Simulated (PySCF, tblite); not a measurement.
**CH8GePSi radical: geometry, infrared bands and EPR parameters**

What infrared bands and EPR parameters should CH8GePSi radical (`[SiH3][CH2][GeH2][PH]`) show?

The runs use tblite 0.8.0 and PySCF 2.14.0, with density-fitted response routines of our own; the level of theory stands in each step. All values are computed, except where a source is named. Atoms are numbered from 0 throughout.

## 1. Starting geometry

12 atoms, charge 0, multiplicity 2; geometry from: force field or distance geometry start.

Bonds of the start (Å): Si0–C1 1.89, C1–Ge2 1.93, Ge2–P3 2.22, Si0–H4 1.47, Si0–H5 1.47, Si0–H6 1.49, C1–H7 1.11, C1–H8 1.10, Ge2–H9 1.56, Ge2–H10 1.54, P3–H11 1.38.

## 2. Relaxing the molecule with GFN2-xTB

Job settings and geometry (Å):

```
{"job": {"kind": "relax", "xc": "GFN2-xTB", "basis": "xTB"}, "charge": 0, "multiplicity": 2}
Si     1.805100     0.427300     0.149500
C      0.212800     0.055900    -0.801900
Ge    -1.086700    -0.847000     0.302100
P     -3.025700     0.220200     0.493000
H      1.837700    -0.269300     1.446600
H      2.954300     0.011000    -0.658200
H      1.900200     1.884900     0.419500
H      0.471300    -0.650300    -1.620900
H     -0.144900     1.025500    -1.175500
H     -1.421300    -2.240300    -0.316600
H     -0.467300    -1.145000     1.680900
H     -3.034400     1.526600     0.055400
```

Run with:

```
$ OMP_NUM_THREADS=1 python probes_run.py task.json out
```

The driver reads the jobs from task.json and runs them one after another.

What it wrote:

```text
step      E/eV     max force
  0    -335.29570    1.903
  1    -335.39399    1.472
  2    -335.52994    0.722
  3    -335.56820    0.794
  4    -335.61417    0.653
  5    -335.64076    0.437
  6    -335.65778    0.254
  7    -335.66542    0.224
  8    -335.67363    0.276
  9    -335.68033    0.256
 10    -335.68507    0.167
 11    -335.68791    0.170
 12    -335.68985    0.130
 13    -335.69125    0.090
 14    -335.69248    0.116
 15    -335.69354    0.119
 16    -335.69448    0.095
 17    -335.69523    0.080
 18    -335.69582    0.064
 19    -335.69644    0.078
 20    -335.69741    0.110
 21    -335.69886    0.141
 22    -335.70050    0.138
 23    -335.70170    0.089
 24    -335.70234    0.060
 25    -335.70288    0.062
 26    -335.70363    0.095
 27    -335.70450    0.098
 28    -335.70530    0.082
 29    -335.70596    0.087
 30    -335.70656    0.073
 31    -335.70716    0.080
 32    -335.70771    0.061
 33    -335.70814    0.071
 34    -335.70850    0.076
 35    -335.70889    0.061
 36    -335.70931    0.064
 37    -335.70972    0.058
 38    -335.71005    0.048
 39    -335.71032    0.048
 40    -335.71061    0.053
 41    -335.71105    0.071
 42    -335.71175    0.094
 43    -335.71259    0.091
 44    -335.71331    0.082
 45    -335.71394    0.084
 46    -335.71485    0.099
 47    -335.71630    0.175
 48    -335.71865    0.193
 49    -335.72215    0.279
 50    -335.72831    0.284
 51    -335.73307    0.215
 52    -335.73877    0.327
 53    -335.74700    0.295
 54    -335.74781    0.424
 55    -335.75707    0.110
 56    -335.75973    0.083
 57    -335.76177    0.211
 58    -335.76317    0.079
 59    -335.76430    0.075
 60    -335.76700    0.074
 61    -335.76848    0.067
 62    -335.76968    0.079
 63    -335.77043    0.063
 64    -335.77119    0.050
 65    -335.77171    0.046
 66    -335.77208    0.055
 67    -335.77253    0.064
 68    -335.77335    0.069
 69    -335.77454    0.098
 70    -335.77566    0.113
 71    -335.77700    0.088
 72    -335.77793    0.060
 73    -335.77858    0.062
 74    -335.77931    0.075
 75    -335.78033    0.085
 76    -335.78153    0.094
 77    -335.78282    0.106
 78    -335.78396    0.081
 79    -335.78472    0.069
 80    -335.78520    0.045
 81    -335.78550    0.043
 82    -335.78578    0.045
 83    -335.78620    0.071
 84    -335.78684    0.084
 85    -335.78738    0.060
 86    -335.78763    0.022
 87    -335.78773    0.022
 88    -335.78779    0.029
 89    -335.78788    0.031
 90    -335.78806    0.037
 91    -335.78839    0.055
 92    -335.78891    0.065
 93    -335.78943    0.059
 94    -335.78992    0.059
 95    -335.79034    0.065
 96    -335.79078    0.069
 97    -335.79134    0.071
 98    -335.79207    0.078
 99    -335.79266    0.075
100    -335.79350    0.069
101    -335.79410    0.080
102    -335.79492    0.077
103    -335.79561    0.069
104    -335.79667    0.096
105    -335.79736    0.065
106    -335.79796    0.055
107    -335.79829    0.053
108    -335.79853    0.042
109    -335.79876    0.037
110    -335.79916    0.049
111    -335.79977    0.056
112    -335.80035    0.051
113    -335.80047    0.051
114    -335.80074    0.054
115    -335.80083    0.040
116    -335.80103    0.021
117    -335.80111    0.024
118    -335.80122    0.022
119    -335.80131    0.020
120    -335.80139    0.022
121    -335.80145    0.019
122    -335.80150    0.017
123    -335.80155    0.018
124    -335.80162    0.028
125    -335.80176    0.040
126    -335.80202    0.053
127    -335.80246    0.060
128    -335.80302    0.054
129    -335.80354    0.050
130    -335.80399    0.058
131    -335.80431    0.070
132    -335.80474    0.087
133    -335.80518    0.060
134    -335.80625    0.094
135    -335.80703    0.090
136    -335.80786    0.091
137    -335.80917    0.083
138    -335.81045    0.118
139    -335.81114    0.068
140    -335.81162    0.070
141    -335.81139    0.114
142    -335.81212    0.069
143    -335.81235    0.044
144    -335.81267    0.048
145    -335.81332    0.070
146    -335.81358    0.058
147    -335.81420    0.067
148    -335.81514    0.098
149    -335.81541    0.064
150    -335.81577    0.028
151    -335.81592    0.040
152    -335.81604    0.031
153    -335.81612    0.023
154    -335.81615    0.017
155    -335.81620    0.016
156    -335.81625    0.015
157    -335.81631    0.017
158    -335.81637    0.015
159    -335.81640    0.013
160    -335.81642    0.009
```

It took 0.76 s on 1 thread of Arm Neoverse V2, shared host.

The steps of the relaxation: (not every step is listed)

```
step  energy from step 0 (eV)  largest force (eV/Å)
   0                   0.0000                1.9034
   1                  -0.0983                1.4724
   2                  -0.2342                0.7220
   3                  -0.2725                0.7943
   4                  -0.3185                0.6526
   5                  -0.3451                0.4373
   6                  -0.3621                0.2542
   7                  -0.3697                0.2236
   8                  -0.3779                0.2757
  22                  -0.4048                0.1383
  36                  -0.4136                0.0640
  50                  -0.4326                0.2836
  64                  -0.4755                0.0501
  78                  -0.4883                0.0807
  92                  -0.4932                0.0654
 106                  -0.5023                0.0551
 120                  -0.5057                0.0216
 134                  -0.5105                0.0945
 148                  -0.5194                0.0980
 155                  -0.5205                0.0162
 156                  -0.5206                0.0154
 157                  -0.5206                0.0167
 158                  -0.5207                0.0148
 159                  -0.5207                0.0128
 160                  -0.5207                0.0088
```

Close pairs (by a distance rule), those that changed most:

```
   bond  before (Å)  after (Å)  change (Å)
 C1–Ge2       1.929      1.990      +0.061
 Ge2–P3       2.222      2.282      +0.060
 Ge2–H9       1.561      1.518      -0.043
  C1–H7       1.112      1.089      -0.023
Ge2–H10       1.541      1.519      -0.022
 Si0–H6       1.485      1.467      -0.018
 P3–H11       1.378      1.391      +0.013
  C1–H8       1.099      1.090      -0.009
```

The end geometry stands in the next job.

## 3. Vibrational analysis with GFN2-xTB

Job settings and geometry (Å):

```
{"job": {"kind": "ir", "xc": "GFN2-xTB", "basis": "xTB"}, "charge": 0, "multiplicity": 2}
Si     1.571529     0.722305     0.065566
C      0.383563    -0.415803    -0.876078
Ge    -1.269259    -0.879370     0.131401
P     -2.656118     0.889414     0.524409
H      1.878765     0.136556     1.373270
H      2.797990     0.877883    -0.718830
H      0.937343     2.031451     0.258376
H      0.882555    -1.350718    -1.125501
H      0.091056     0.048608    -1.817702
H     -2.019171    -1.942882    -0.650450
H     -0.855385    -1.585582     1.410549
H     -1.741670     1.467452     1.398963
```

What it wrote:

```text
mode    cm-1     km/mol
  1      40.8      1.06
  2      87.2      6.17
  3     117.7      1.28
  4     134.2     11.89
  5     157.6      1.36
  6     354.1     41.54
  7     371.5      4.99
  8     465.4      2.02
  9     489.1     18.87
 10     552.7     24.80
 11     586.5     63.89
 12     632.1    204.32
 13     717.7    219.45
 14     747.6     96.01
 15     770.9     68.17
 16     779.1    175.25
 17     790.4    179.67
 18     798.2    435.89
 19     849.3    217.07
 20     991.3      8.96
 21    1091.0     53.27
 22    1430.9      3.12
 23    1826.3    297.31
 24    1897.4    525.71
 25    2225.4    266.03
 26    2243.2    263.23
 27    2257.7    379.16
 28    2272.9    156.94
 29    2966.4     35.54
 30    2979.8     20.74
```

It took 0.28 s on 1 thread of Arm Neoverse V2, shared host.

Which atoms move in the most intense modes:

```
cm⁻¹  km/mol                                atoms
 718   219.4  C1 26 %, H10 19 %, H8 19 %, H7 17 %
 798   435.9  Si0 22 %, H5 20 %, H6 17 %, H4 13 %
 849   217.1                    H9 49 %, H10 45 %
1826   297.3                    H10 62 %, H9 37 %
1897   525.7                    H9 62 %, H10 37 %
2225   266.0                              H6 96 %
2243   263.2                              H4 96 %
2258   379.2                              H5 95 %
```

## 4. g tensor and hyperfine couplings: B3LYP/def2-TZVP-core+pcH-1

Settings changed since step 3:

```diff
@@ -1,2 +1,2 @@
-{"job": {"kind": "ir", "xc": "GFN2-xTB", "basis": "xTB"}, "charge": 0, "multiplicity": 2}
+{"job": {"kind": "epr", "basis": "pcH-1"}, "charge": 0, "multiplicity": 2}
 Si     1.571529     0.722305     0.065566
```

Method: UKS B3LYP, def2-TZVP-core on Ge, pcH-1 on C H P Si, non-relativistic, mean-field spin-orbit, GIAO.

What it wrote:

```text
UKS, coarse grid
  cycle   1  E = -2750.73990305  |g| = 1.34e+00
  cycle   2  E = -2750.67842410  |g| = 9.02e-01
  cycle   3  E = -2750.78824262  |g| = 3.89e-01
  cycle   4  E = -2750.82525792  |g| = 5.83e-02
  cycle   5  E = -2750.82691872  |g| = 1.77e-02
  cycle   6  E = -2750.82705193  |g| = 3.09e-03
  cycle   7  E = -2750.82705740  |g| = 7.80e-04
UKS, final grid
  cycle   1  E = -2750.82712721  |g| = 6.72e-04
  cycle   2  E = -2750.82712706  |g| = 9.58e-04
  cycle   3  E = -2750.82712749  |g| = 1.10e-04
  cycle   4  E = -2750.82712750  |g| = 2.37e-05
E = -2750.82712750 Eh   <S^2> = 0.7536 (exact 0.7500)
g shifts (ppm)      1          2          3
  rmc          -163       -163       -163
  gc              2         40         48
  oz_so        -117       7155      18806
  total        -278       7032      18691
hyperfine (MHz)  atom isotope    a_iso     a_fc   dipolar eigenvalues
    0  29Si       0.88       0.88     -0.38     -0.07      0.45
    1   13C      23.69      23.70     -3.07     -2.86      5.93
    2  73Ge      14.09      14.32     -0.78     -0.35      1.13
    3   31P     109.47     110.31   -318.53   -300.67    619.20
    4    1H       0.18       0.18     -0.73     -0.65      1.38
    5    1H       0.41       0.41     -0.57     -0.41      0.98
    6    1H       0.55       0.55     -1.57     -1.32      2.89
    7    1H       2.05       2.05     -1.93     -0.85      2.78
    8    1H      -2.15      -2.15     -2.69     -0.42      3.11
    9    1H      -2.82      -2.83     -2.14     -1.65      3.79
   10    1H      43.06      43.07     -2.06     -1.53      3.59
   11    1H     -34.96     -35.17    -17.61      3.01     14.60
```

Run time: 1.9 min. Hardware: 1 thread of Arm Neoverse V2, shared host; peak memory 1 GiB.

Principal g values 2.00204, 2.00935, 2.02101; g(iso) = 2.01080, against 2.00232 for a free electron.

Mean a(iso) over the nuclei that a row names, and the largest dipolar term of the row (other rows stand at the frozen geometry):

```
    nuclei  isotope  a(iso) (MHz)  a(iso) (G, at g = 2.0023)  largest dipolar term (MHz)
        P3      31P         109.5                       39.1                       619.2
       H11       1H         -35.0                      -12.5                       -17.6
        C1      13C          23.7                        8.5                         5.9
   H9, H10       1H          20.1                        7.2                         3.8
       Ge2     73Ge          14.1                        5.0                         1.1
       Si0     29Si           0.9                        0.3                         0.4
H4, H5, H6       1H           0.4                        0.1                         2.9
    H7, H8       1H          -0.1                        0.0                         3.1
```

Mulliken spin populations:

```
atom  value (e)
 Si0       0.00
  C1       0.03
 Ge2      -0.02
  P3       1.00
  H4       0.00
  H5       0.00
  H6       0.00
  H7       0.00
  H8       0.00
  H9       0.00
 H10       0.02
 H11      -0.03
```

In first order the couplings over 0.8 MHz of 31P, 1H give 12 distinct lines over 65.9 G, if the averaged nuclei exchange fast.

Orbitals, density, ELF and potential are computed afterwards from the orbital file.

ELF in a plane through or near 7 of the atoms.

Ten even steps from ' ' (0.00) to '@' (1.00):
```
                                                        
                                                        
                                ....                    
                  ::::..      **@@@@**::......          
              ..++%%%%##..  ..@@@@@@@@++--====--..      
              ::%%@@@@@@##    @@@@@@@@####%%%%**==      
              --%%@@@@@@%%    **@@@@%%==**@@%%##++..    
        ..::::::**##@@@@**      --++++--**%%%%##++..    
      ==##%%%%**......::--..  ::==**%%%%######==::      
    ::%%@@@@@@@@::##++..##++==--....::++++--..          
    ::@@@@@@@@@@**..::##@@##%%--==##==::--..            
    ..%%@@@@@@@@**--##%%--..%%++::==::==##++..          
      --##@@@@++....==####++##**::::++@@@@@@##..        
          ....    ..##@@@@@@**::::++@@@@@@@@@@==        
                  ..%%@@@@@@++    --@@@@@@@@@@::        
                    ++%%@@##::      ##@@@@%%::          
                      ..--..        ..----..            
                                                        
                                                        
                                                        
```
The map spans 11.2 Å across and 9.7 Å up, centred on the molecule. Atoms in the plane (x, y in Å): Si0 (-1.7, 0.4), C1 (-0.4, -0.9), Ge2 (1.5, -0.4), H5 (-3.0, -0.2), H7 (-0.6, -1.9), H9 (2.4, -1.6), H11 (1.4, 2.3).

On the surface of density 0.002 e/bohr³ the electrostatic potential runs, from the 1st to the 99th percentile, from -0.53 V near P3 to 1.06 V near H4.

The spin density lies nearest to P3 79 %; H11 10 %.

## 5. What came out

| quantity | value |
| --- | --- |
| strongest single infrared mode (GFN2-xTB) | 1897 cm⁻¹, 526 km/mol |
| zero-point energy (GFN2-xTB) | 45.2 kcal/mol |
| g(iso) (B3LYP) | 2.01080 |
| ⟨S²⟩ | 0.754 (exact 0.75) |
| largest a(iso) (averaged by class) | 31P on P3, 109.5 MHz |
| surface potential, 1st and 99th percentile | -0.53 V and 1.06 V |

What this shows: Over 160 steps the energy fell by 0.521 eV; of the close pairs, C1–Ge2 changed most, 1.929 to 1.990 Å. No mode is imaginary among the 30: a minimum at this level. The strongest single mode, at 1897 cm⁻¹, moves mainly H9 and H10. Unscaled tight-binding wavenumbers are off by several per cent, some by more. Its intensities can rank the bands wrongly. Most of the unpaired spin sits on P3 (1.00 e). The isotropic g lies 8.5 ppt above the free-electron value. The hyperfine terms hold no scalar relativity, which the heavier nuclei need.
